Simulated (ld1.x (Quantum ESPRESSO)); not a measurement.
# Changing the settings of an ultrasoft potential for Ta

One potential is built and tested. Then one design choice at a time is changed, to learn what it costs or gains.

Program: ld1.x (Quantum ESPRESSO) 7.5. Reference atom: PBE, fully relativistic, spherical and spin-unpolarised. All values are calculated.

1 further run of the same task is left out (it didn't finish).

## Step 1: Settings

Typed settings, in words:

- element: tantalum (Ta, Z = 73)
- type: ultrasoft
- frozen core: [Kr] 4d10 4f14
- valence charge: 13
- reference configuration: 5s2 5p6 5d3 6s1 6p1
- partial waves: 5s (bound): rcut 1.40, rcutus 1.70 bohr; 6s (bound): rcut 1.40, rcutus 1.70 bohr; 5p (bound): rcut 1.90, rcutus 2.45 bohr; 6p (bound): rcut 1.90, rcutus 2.45 bohr; 5d (bound): rcut 1.90, rcutus 2.15 bohr; 5d channel at 3.5 Ry: rcut 1.90, rcutus 2.15 bohr
- local potential: all-electron potential smoothed inside 2.35 bohr (lloc = -2)
- core correction: not asked for
- augmentation charge: PSQ, inside the norm-conserving radii

An earlier all-electron run gives the scale for the radii.

All-electron outer shells of the reference configuration (PBE, scalar-relativistic, ld1.x):

```tsv
shell	level (eV)	outermost node (bohr)	outermost maximum (bohr)
4d	-223.72	0.22	0.46
5s	-74.53	0.54	0.98
5p	-40.93	0.58	1.13
4f	-26.23	–	0.44
6s	-6.41	1.32	2.74
5d	-4.89	0.65	1.56
6p	-2.10	1.59	3.75
```

## Step 2: Generation of the first potential

The input, Ta.in:

```
 &input
   title='Ta', zed=73., rel=2, dft='PBE', iswitch=3,
   config='[Xe] 4f14 5d3 6s1 6p1', rel_dist='average',
   nld=5, rlderiv=2.65, eminld=-7.0, emaxld=5.0, deld=0.02
 /
 &inputp
   pseudotype=3, tm=.true., lloc=-2, rcloc=2.35,
   nlcc=.false.,
   which_augfun='PSQ', rmatch_augfun_nc=.true.,
   file_pseudopw='Ta.UPF', file_wfcaegen='ae.wfc', file_wfcncgen='nc.wfc', file_beta='beta', file_chi='chi', file_wfcusgen='us.wfc'
 /
6
5S  1  0   2.00   0.00  1.40  1.70  0.0
6S  2  0   1.00   0.00  1.40  1.70  0.0
5P  2  1   6.00   0.00  1.90  2.45  0.0
6P  3  1   1.00   0.00  1.90  2.45  0.0
5D  3  2   3.00   0.00  1.90  2.15  0.0
5D  3  2   0.00   3.50  1.90  2.15  0.0
 &test
   configts(1)='5s2 5p6 5d3 6s1 6p1'
 /
```

Command:

```
$ ld1.x < Ta.in > Ta.out
```

The output, Ta.out (without the banner and most projector matrices):

```text
     Program LD1 v.7.5
     --------------------------- All-electron run ----------------------------

     Ta
     dirac relativistic calculation

     atomic number is 73.00
     dft =PBE   lsd =0 sic =0 latt =0  beta=0.20 tr2=1.0E-14
     Exchange-correlation= PBE
                           (   1   4   3   4   0   0   0)
     mesh =1273 r(mesh) = 100.43799 a.u. xmin = -7.00 dx = 0.01250
     1 Ry =  13.60569312 eV, c = 137.03599908

     n l j   nl                  e(Ry)          e(Ha)          e(eV)
     Spin orbit split results
     1 0 0.5 1S 1( 2.00)     -4945.0643     -2472.5322    -67281.0274
     2 0 0.5 2S 1( 2.00)      -849.1229      -424.5614    -11552.9056
     2 1 0.5 2P 1( 2.00)      -811.4119      -405.7060    -11039.8215
     2 1 1.5 2P 1( 4.00)      -718.0451      -359.0225     -9769.5012
     3 0 0.5 3S 1( 2.00)      -194.5919       -97.2959     -2647.5574
     3 1 0.5 3P 1( 2.00)      -177.8538       -88.9269     -2419.8246
     3 1 1.5 3P 1( 4.00)      -157.7532       -78.8766     -2146.3420
     4 0 0.5 4S 1( 2.00)       -39.7607       -19.8803      -540.9716
     4 1 0.5 4P 1( 2.00)       -32.8635       -16.4318      -447.1308
     4 1 1.5 4P 1( 4.00)       -28.2357       -14.1179      -384.1667
     3 2 1.5 3D 1( 4.00)      -129.5350       -64.7675     -1762.4139
     3 2 2.5 3D 1( 6.00)      -125.1576       -62.5788     -1702.8554
     5 0 0.5 5S 1( 2.00)        -5.4638        -2.7319       -74.3389
     5 1 0.5 5P 1( 2.00)        -3.4686        -1.7343       -47.1933
     5 1 1.5 5P 1( 4.00)        -2.8254        -1.4127       -38.4417
     4 2 1.5 4D 1( 4.00)       -16.9142        -8.4571      -230.1292
     4 2 2.5 4D 1( 6.00)       -16.0642        -8.0321      -218.5640
     4 3 2.5 4F 1( 6.00)        -2.0019        -1.0010       -27.2378
     4 3 3.5 4F 1( 8.00)        -1.8563        -0.9281       -25.2560
     5 2 1.5 5D 1( 1.20)        -0.3858        -0.1929        -5.2496
     5 2 2.5 5D 1( 1.80)        -0.3408        -0.1704        -4.6366
     6 0 0.5 6S 1( 1.00)        -0.4702        -0.2351        -6.3971
     6 1 0.5 6P 1( 0.33)        -0.1808        -0.0904        -2.4595
     6 1 1.5 6P 1( 0.67)        -0.1442        -0.0721        -1.9615
     Averaged results
     1 0     1S 1( 2.00)     -4945.0643     -2472.5322    -67281.0274
     2 0     2S 1( 2.00)      -849.1229      -424.5614    -11552.9056
     2 1     2P 1( 6.00)      -749.1674      -374.5837    -10192.9413
     3 0     3S 1( 2.00)      -194.5919       -97.2959     -2647.5574
     3 1     3P 1( 6.00)      -164.4534       -82.2267     -2237.5029
     4 0     4S 1( 2.00)       -39.7607       -19.8803      -540.9716
     4 1     4P 1( 6.00)       -29.7783       -14.8892      -405.1548
     3 2     3D 1(10.00)      -126.9086       -63.4543     -1726.6788
     5 0     5S 1( 2.00)        -5.4638        -2.7319       -74.3389
     5 1     5P 1( 6.00)        -3.0398        -1.5199       -41.3589
     4 2     4D 1(10.00)       -16.4042        -8.2021      -223.1901
     4 3     4F 1(14.00)        -1.9187        -0.9594       -26.1053
     5 2     5D 1( 3.00)        -0.3588        -0.1794        -4.8818
     6 0     6S 1( 1.00)        -0.4702        -0.2351        -6.3971
     6 1     6P 1( 1.00)        -0.1564        -0.0782        -2.1275

     final scf error:  5.1E-15 reached in  29 iterations

     Etot =  -31251.498281 Ry,  -15625.749141 Ha, -425198.295248 eV

     Ekin =   35090.407170 Ry,   17545.203585 Ha,  477429.311519 eV
     Encl =  -77946.053053 Ry,  -38973.026526 Ha,-1060510.077986 eV
     Eh   =   12238.719329 Ry,    6119.359665 Ha,  166516.259411 eV
     Exc  =    -634.571728 Ry,    -317.285864 Ha,   -8633.788192 eV

     normalization and overlap integrals

     s(1S/1S) =  1.000000  <r> =   0.0187  <r2> =    0.0005  r(max) =   0.0116
     s(2S/2S) =  1.000000  <r> =   0.0783  <r2> =    0.0073  r(max) =   0.0670
     s(2P/2P) =  1.000000  <r> =   0.0649  <r2> =    0.0052  r(max) =   0.0503
     s(2P/2P) =  1.000000  <r> =   0.0727  <r2> =    0.0064  r(max) =   0.0570
     s(3S/3S) =  1.000000  <r> =   0.2043  <r2> =    0.0478  r(max) =   0.1891
     s(3P/3P) =  1.000000  <r> =   0.1942  <r2> =    0.0440  r(max) =   0.1776
     s(3P/3P) =  1.000000  <r> =   0.2088  <r2> =    0.0506  r(max) =   0.1915
     s(4S/4S) =  1.000000  <r> =   0.4586  <r2> =    0.2377  r(max) =   0.4315
     s(4P/4P) =  1.000000  <r> =   0.4645  <r2> =    0.2458  r(max) =   0.4315
     s(4P/4P) =  1.000000  <r> =   0.4975  <r2> =    0.2818  r(max) =   0.4593
     s(3D/3D) =  1.000000  <r> =   0.1829  <r2> =    0.0393  r(max) =   0.1491
     s(3D/3D) =  1.000000  <r> =   0.1874  <r2> =    0.0411  r(max) =   0.1529
     s(5S/5S) =  1.000000  <r> =   1.1011  <r2> =    1.3637  r(max) =   0.9847
     s(5P/5P) =  1.000000  <r> =   1.2200  <r2> =    1.6894  r(max) =   1.0613
     s(5P/5P) =  1.000000  <r> =   1.3264  <r2> =    1.9995  r(max) =   1.1584
     s(4D/4D) =  1.000000  <r> =   0.5165  <r2> =    0.3096  r(max) =   0.4536
     s(4D/4D) =  1.000000  <r> =   0.5279  <r2> =    0.3233  r(max) =   0.4651
     s(4F/4F) =  1.000000  <r> =   0.6339  <r2> =    0.5112  r(max) =   0.4369
     s(4F/4F) =  1.000000  <r> =   0.6448  <r2> =    0.5304  r(max) =   0.4424
     s(5D/5D) =  1.000000  <r> =   2.1296  <r2> =    5.5400  r(max) =   1.5443
     s(5D/5D) =  1.000000  <r> =   2.2273  <r2> =    6.0860  r(max) =   1.6033
     s(6S/6S) =  1.000000  <r> =   3.2322  <r2> =   11.8994  r(max) =   2.7443
     s(6P/6P) =  1.000000  <r> =   4.3698  <r2> =   22.1860  r(max) =   3.5238
     s(6P/6P) =  1.000000  <r> =   4.8362  <r2> =   27.2008  r(max) =   3.8944

     ------------------------ End of All-electron run ------------------------

     --------------------- Generating US pseudopotential ---------------------

      Generating local potential from pseudized AE potential:
      Matching radius rcloc =   2.3500
      Enforcing V''(0)=0 (lloc=-2)

      Local pseudo, rcloc= 2.362 Estimated cut-off energy=     5.85 Ry

     Fully relativistic calculation: |psi|^2

     Wfc 5S LC norm =  0.99960231 SC norm =  0.00039767 missing  0.00000002

     Wfc 6S LC norm =  0.99995364 SC norm =  0.00004365 missing  0.00000271

     Wfc 5P LC norm =  0.99967725 SC norm =  0.00032271 missing  0.00000004

     Wfc 5P LC norm =  0.99972461 SC norm =  0.00027514 missing  0.00000025

     Wfc 6P LC norm =  0.99997588 SC norm =  0.00002366 missing  0.00000046

     Wfc 6P LC norm =  0.99998037 SC norm =  0.00001638 missing  0.00000325

     Wfc 5D LC norm =  0.99988811 SC norm =  0.00011186 missing  0.00000003

     Wfc 5D LC norm =  0.99989715 SC norm =  0.00009861 missing  0.00000424
      Wfc-us  5S rcutus= 1.707  Estimated cut-off energy=    18.79 Ry
      Wfc-us  6S rcutus= 1.707  Estimated cut-off energy=    37.51 Ry
      Wfc-us  5P rcutus= 2.422  Estimated cut-off energy=    15.19 Ry
      Wfc-us  5P rcutus= 2.422  Estimated cut-off energy=    14.94 Ry
      Wfc-us  6P rcutus= 2.422  Estimated cut-off energy=    11.59 Ry
      Wfc-us  6P rcutus= 2.422  Estimated cut-off energy=    28.03 Ry
      Wfc-us  5D rcutus= 2.137  Estimated cut-off energy=    25.04 Ry
      Wfc-us  5D rcutus= 2.137  Estimated cut-off energy=    24.94 Ry
      Wfc-us  5D rcutus= 2.137  Estimated cut-off energy=    46.79 Ry
      Wfc-us  5D rcutus= 2.137  Estimated cut-off energy=    46.38 Ry

     Q pseudized with Bessel functions
     Expected ecutrho=     179.0896 due to l1=  0   l2=  2

     ------------------- End of pseudopotential generation -------------------

     [... the all-electron block is printed once more ...]


     Computing logarithmic derivative in   2.65996
     Computing logarithmic derivative in   2.65996
     Computing the partial wave expansion
     R is outside the sphere for l=    0 j= 0.50
     R is outside the sphere for l=    0 j= 0.50
     R is outside the sphere for l=    1 j= 0.50
     R is outside the sphere for l=    1 j= 0.50
     R is outside the sphere for l=    1 j= 1.50
     R is outside the sphere for l=    1 j= 1.50
     R is outside the sphere for l=    2 j= 1.50
     R is outside the sphere for l=    2 j= 1.50
     R is outside the sphere for l=    2 j= 2.50
     R is outside the sphere for l=    2 j= 2.50

     ---------------------- Testing the pseudopotential ----------------------

     Ta
     dirac relativistic calculation

     atomic number is 73.00   valence charge is 13.00
     dft =PBE   lsd =0 sic =0 latt =0  beta=0.20 tr2=1.0E-14
     mesh =1273 r(mesh) = 100.43799 xmin = -7.00 dx = 0.01250

     n l  j  nl             e AE (Ry)       e PS (Ry)    De AE-PS (Ry)
     1 0 0.5 5S   1( 2.00)       -5.46381       -5.46381       -0.00000
     2 1 0.5 5P   1( 2.00)       -3.46865       -3.46865        0.00000
     2 1 1.5 5P   1( 4.00)       -2.82541       -2.82541        0.00000
     3 2 1.5 5D   1( 1.20)       -0.38584       -0.38583       -0.00000
     3 2 2.5 5D   1( 1.80)       -0.34078       -0.34078        0.00000
     2 0 0.5 6S   1( 1.00)       -0.47018       -0.47018        0.00000
     3 1 0.5 6P   1( 0.33)       -0.18077       -0.18077       -0.00000
     3 1 1.5 6P   1( 0.67)       -0.14417       -0.14417       -0.00000

     eps = 6.6E-15  iter = 39

     Etot =  -31251.498281 Ry,  -15625.749141 Ha, -425198.295248 eV
     Etotps =  -116.397053 Ry,     -58.198526 Ha,   -1583.662581 eV

     Ekin =      27.970195 Ry,      13.985097 Ha,     380.553886 eV
     Encl =    -196.520475 Ry,     -98.260237 Ha,   -2673.797270 eV
     Ehrt =      89.379316 Ry,      44.689658 Ha,    1216.067538 eV
     Ecxc =     -12.865802 Ry,      -6.432901 Ha,    -175.048155 eV
     Epseu=     -24.360286 Ry,     -12.180143 Ha,    -331.438581 eV

     ---------------------- End of pseudopotential test ----------------------
```

Wall time 6.4 s (1 thread, shared host). This counts the later configuration tests of the new file too.

## Step 3: Testing the new file in other configurations

The input, Ta.test.in:

```
 &input
   title='Ta', zed=73., rel=2, dft='PBE', iswitch=2,
   config='[Xe] 4f14 5d3 6s1 6p1', rel_dist='average'
 /
 &test
   file_pseudo='Ta.UPF', nconf=8,
   configts(1)='5s2 5p6 5d3 6s1 6p1',
   configts(2)='5s2 5p6 5d3 6s2 6p0',
   configts(3)='5s2 5p6 5d3 6s1 6p0',
   configts(4)='5s2 5p6 5d3 6s0 6p0',
   configts(5)='5s2 5p6 5d3 6s1.5 6p0',
   configts(6)='5s2 5p6 5d4 6s0 6p0',
   configts(7)='5s2 5p6 5d2 6s0 6p0',
   configts(8)='5s2 5p6 5d2 6s2 6p0'
 /
```

Command:

```
$ ld1.x < Ta.test.in > Ta.test.out
```

Ta.test.out, the pseudopotential blocks, each with the warnings that came before it:

```text
     ---------------------- Testing the pseudopotential ----------------------

     Ta
     dirac relativistic calculation

     atomic number is 73.00   valence charge is 13.00
     dft =PBE   lsd =0 sic =0 latt =0  beta=0.20 tr2=1.0E-14
     mesh =1273 r(mesh) = 100.43799 xmin = -7.00 dx = 0.01250

     n l  j  nl             e AE (Ry)       e PS (Ry)    De AE-PS (Ry)
     1 0 0.5 5S   1( 2.00)       -5.46381       -5.46381       -0.00000
     2 1 0.5 5P   1( 2.00)       -3.46865       -3.46865        0.00000
     2 1 1.5 5P   1( 4.00)       -2.82541       -2.82541        0.00000
     3 2 1.5 5D   1( 1.20)       -0.38584       -0.38583       -0.00000
     3 2 2.5 5D   1( 1.80)       -0.34078       -0.34078        0.00000
     2 0 0.5 6S   1( 1.00)       -0.47018       -0.47018        0.00000
     3 1 0.5 6P   1( 0.33)       -0.18077       -0.18077       -0.00000
     3 1 1.5 6P   1( 0.67)       -0.14417       -0.14417       -0.00000

     eps = 8.7E-15  iter = 30

     Etot =  -31251.498281 Ry,  -15625.749141 Ha, -425198.295247 eV
     Etotps =  -116.397053 Ry,     -58.198526 Ha,   -1583.662580 eV

     Ekin =      27.970195 Ry,      13.985097 Ha,     380.553888 eV
     Encl =    -196.520475 Ry,     -98.260237 Ha,   -2673.797269 eV
     Ehrt =      89.379315 Ry,      44.689658 Ha,    1216.067537 eV
     Ecxc =     -12.865802 Ry,      -6.432901 Ha,    -175.048155 eV
     Epseu=     -24.360286 Ry,     -12.180143 Ha,    -331.438581 eV

     ---------------------- End of pseudopotential test ----------------------

     ---------------------- Testing the pseudopotential ----------------------

     Ta
     [...]
     n l  j  nl             e AE (Ry)       e PS (Ry)    De AE-PS (Ry)
     1 0 0.5 5S   1( 2.00)       -5.35320       -5.34891       -0.00428
     2 1 0.5 5P   1( 2.00)       -3.35793       -3.35327       -0.00465
     2 1 1.5 5P   1( 4.00)       -2.71489       -2.71177       -0.00311
     3 2 1.5 5D   1( 1.20)       -0.29042       -0.29004       -0.00038
     3 2 2.5 5D   1( 1.80)       -0.24748       -0.24726       -0.00022
     2 0 0.5 6S   1( 2.00)       -0.40025       -0.40068        0.00043
     3 1 0.5 6P   1( 0.00)       -0.12604       -0.12578       -0.00026
     3 1 1.5 6P   1( 0.00)       -0.09407       -0.09464        0.00058

     eps = 9.4E-15  iter =199

     Etot =  -31251.802981 Ry,  -15625.901490 Ha, -425202.440895 eV
     Etotps =  -116.701800 Ry,     -58.350900 Ha,   -1587.808882 eV
     dEtot_ae =      -0.304699 Ry
     dEtot_ps =      -0.304748 Ry,   Delta E=       0.000048 Ry

     [...]
     ---------------------- End of pseudopotential test ----------------------

     ---------------------- Testing the pseudopotential ----------------------

     Ta
     [...]
     n l  j  nl             e AE (Ry)       e PS (Ry)    De AE-PS (Ry)
     1 0 0.5 5S   1( 2.00)       -5.88213       -5.87278       -0.00935  !
     2 1 0.5 5P   1( 2.00)       -3.88786       -3.88318       -0.00468
     2 1 1.5 5P   1( 4.00)       -3.24540       -3.24182       -0.00359
     3 2 1.5 5D   1( 1.20)       -0.79908       -0.79926        0.00017
     3 2 2.5 5D   1( 1.80)       -0.75212       -0.75244        0.00032
     2 0 0.5 6S   1( 1.00)       -0.85395       -0.85252       -0.00143
     3 1 0.5 6P   1( 0.00)       -0.52405       -0.52400       -0.00005
     3 1 1.5 6P   1( 0.00)       -0.47184       -0.47042       -0.00141

     eps = 7.8E-15  iter = 30

     Etot =  -31251.180338 Ry,  -15625.590169 Ha, -425193.969410 eV
     Etotps =  -116.079363 Ry,     -58.039682 Ha,   -1579.340194 eV
     dEtot_ae =       0.317943 Ry
     dEtot_ps =       0.317689 Ry,   Delta E=       0.000254 Ry

     [...]
     ---------------------- End of pseudopotential test ----------------------

     ---------------------- Testing the pseudopotential ----------------------

     Ta
     [...]
     n l  j  nl             e AE (Ry)       e PS (Ry)    De AE-PS (Ry)
     1 0 0.5 5S   1( 2.00)       -6.49513       -6.47647       -0.01866  !
     2 1 0.5 5P   1( 2.00)       -4.50036       -4.49327       -0.00708  !
     2 1 1.5 5P   1( 4.00)       -3.85686       -3.85034       -0.00652  !
     3 2 1.5 5D   1( 1.20)       -1.37633       -1.37527       -0.00106
     3 2 2.5 5D   1( 1.80)       -1.32487       -1.32397       -0.00090
     2 0 0.5 6S   1( 0.00)       -1.35432       -1.34724       -0.00708  !
     3 1 0.5 6P   1( 0.00)       -0.97336       -0.97205       -0.00131
     3 1 1.5 6P   1( 0.00)       -0.90188       -0.89306       -0.00883  !

     eps = 7.5E-15  iter = 34

     Etot =  -31250.079822 Ry,  -15625.039911 Ha, -425178.996123 eV
     Etotps =  -114.982835 Ry,     -57.491417 Ha,   -1564.421167 eV
     dEtot_ae =       1.418459 Ry
     dEtot_ps =       1.414218 Ry,   Delta E=       0.004242 Ry

     [...]
     ---------------------- End of pseudopotential test ----------------------

     ---------------------- Testing the pseudopotential ----------------------

     Ta
     [...]
     n l  j  nl             e AE (Ry)       e PS (Ry)    De AE-PS (Ry)
     1 0 0.5 5S   1( 2.00)       -5.60594       -5.59977       -0.00617  !
     2 1 0.5 5P   1( 2.00)       -3.61131       -3.60665       -0.00467
     2 1 1.5 5P   1( 4.00)       -2.96873       -2.96551       -0.00322
     3 2 1.5 5D   1( 1.20)       -0.53505       -0.53499       -0.00006
     3 2 2.5 5D   1( 1.80)       -0.49016       -0.49025        0.00009
     2 0 0.5 6S   1( 1.50)       -0.62044       -0.62037       -0.00007
     3 1 0.5 6P   1( 0.00)       -0.31731       -0.31715       -0.00015
     3 1 1.5 6P   1( 0.00)       -0.27481       -0.27507        0.00026

     eps = 8.2E-15  iter = 59

     Etot =  -31251.548424 Ry,  -15625.774212 Ha, -425198.977471 eV
     Etotps =  -116.447131 Ry,     -58.223565 Ha,   -1584.343926 eV
     dEtot_ae =      -0.050142 Ry
     dEtot_ps =      -0.050078 Ry,   Delta E=      -0.000064 Ry

     [...]
     ---------------------- End of pseudopotential test ----------------------

     Warning: n=1, l=0 expected 0 nodes, found 1
     ---------------------- Testing the pseudopotential ----------------------

     Ta
     [...]
     n l  j  nl             e AE (Ry)       e PS (Ry)    De AE-PS (Ry)
     1 0 0.5 5S   1( 2.00)       -5.71772       -5.69703       -0.02069  !
     2 1 0.5 5P   1( 2.00)       -3.73032       -3.72194       -0.00838  !
     2 1 1.5 5P   1( 4.00)       -3.09446       -3.08694       -0.00752  !
     3 2 1.5 5D   1( 1.60)       -0.69290       -0.69213       -0.00077
     3 2 2.5 5D   1( 2.40)       -0.64998       -0.64944       -0.00054
     2 0 0.5 6S   1( 0.00)       -0.79336       -0.78874       -0.00462
     3 1 0.5 6P   1( 0.00)       -0.48245       -0.48212       -0.00033
     3 1 1.5 6P   1( 0.00)       -0.43593       -0.43139       -0.00455

     eps = 8.0E-15  iter = 20

     Etot =  -31251.075024 Ry,  -15625.537512 Ha, -425192.536543 eV
     Etotps =  -115.977168 Ry,     -57.988584 Ha,   -1577.949758 eV
     dEtot_ae =       0.423257 Ry
     dEtot_ps =       0.419885 Ry,   Delta E=       0.003372 Ry

     [...]
     ---------------------- End of pseudopotential test ----------------------

     ---------------------- Testing the pseudopotential ----------------------

     Ta
     [...]
     n l  j  nl             e AE (Ry)       e PS (Ry)    De AE-PS (Ry)
     1 0 0.5 5S   1( 2.00)       -7.41117       -7.39954       -0.01163  !
     2 1 0.5 5P   1( 2.00)       -5.40361       -5.40224       -0.00137
     2 1 1.5 5P   1( 4.00)       -4.74752       -4.74541       -0.00211
     3 2 1.5 5D   1( 0.80)       -2.17536       -2.17559        0.00023
     3 2 2.5 5D   1( 1.20)       -2.11505       -2.11522        0.00017
     2 0 0.5 6S   1( 0.00)       -1.99628       -1.98666       -0.00961  !
     3 1 0.5 6P   1( 0.00)       -1.54750       -1.54513       -0.00237
     3 1 1.5 6P   1( 0.00)       -1.44965       -1.43326       -0.01639  !

     eps = 4.8E-15  iter = 21

     Etot =  -31248.345808 Ry,  -15624.172904 Ha, -425155.403667 eV
     Etotps =  -113.249392 Ry,     -56.624696 Ha,   -1540.836468 eV
     dEtot_ae =       3.152473 Ry
     dEtot_ps =       3.147661 Ry,   Delta E=       0.004812 Ry

     [...]
     ---------------------- End of pseudopotential test ----------------------

     Warning: convergence not achieved
     ---------------------- Testing the pseudopotential ----------------------

     Ta
     [...]
     n l  j  nl             e AE (Ry)       e PS (Ry)    De AE-PS (Ry)
     1 0 0.5 5S   1( 2.00)       -6.06860       -6.06940        0.00081
     2 1 0.5 5P   1( 2.00)       -4.06592       -4.06370       -0.00222
     2 1 1.5 5P   1( 4.00)       -3.41550       -3.41422       -0.00128
     3 2 1.5 5D   1( 0.80)       -0.92021       -0.91954       -0.00067
     3 2 2.5 5D   1( 1.20)       -0.86886       -0.86827       -0.00059
     2 0 0.5 6S   1( 2.00)       -0.92092       -0.92200        0.00109
     3 1 0.5 6P   1( 0.00)       -0.57027       -0.56963       -0.00064
     3 1 1.5 6P   1( 0.00)       -0.51155       -0.51307        0.00153

     eps = 3.0E+02  iter =201

     Etot =  -31251.238297 Ry,  -15625.619149 Ha, -425194.757987 eV
     Etotps =  -116.136478 Ry,     -58.068239 Ha,   -1580.117276 eV
     dEtot_ae =       0.259984 Ry
     dEtot_ps =       0.260575 Ry,   Delta E=      -0.000591 Ry

     [...]
     ---------------------- End of pseudopotential test ----------------------
```

1 test gave no usable energy difference (5s2 5p6 5d2 6s2 6p0).

Energies count from the reference configuration 5s2 5p6 5d3 6s1 6p1; the error is all-electron less pseudo. A star marks tests that logged a warning. The frozen-core shift comes from a second all-electron run, not shown, with the core orbitals held at their reference shape; it is that run's ΔE less the relaxed one.

| valence configuration | charge | ΔE all-electron (eV) | error AE − PS (meV) | frozen-core shift (meV) |
| --- | --- | --- | --- | --- |
| 5s2 5p6 5d3 6s2 6p0 | 0 | -4.146 | +0.7 | +0.1 |
| 5s2 5p6 5d3 6s1 6p0 | +1 | 4.326 | +3.5 | +0.2 |
| 5s2 5p6 5d3 6s0 6p0 | +2 | 19.299 | +58 | +1.2 |
| 5s2 5p6 5d3 6s1.5 6p0 | +0.5 | -0.682 | -0.9 | 0.0 |
| 5s2 5p6 5d4 6s0 6p0 * | +1 | 5.759 | +46 | +5.1 |
| 5s2 5p6 5d2 6s0 6p0 | +3 | 42.892 | +65 | +28 |

(Part 1 of 2 ends here.)
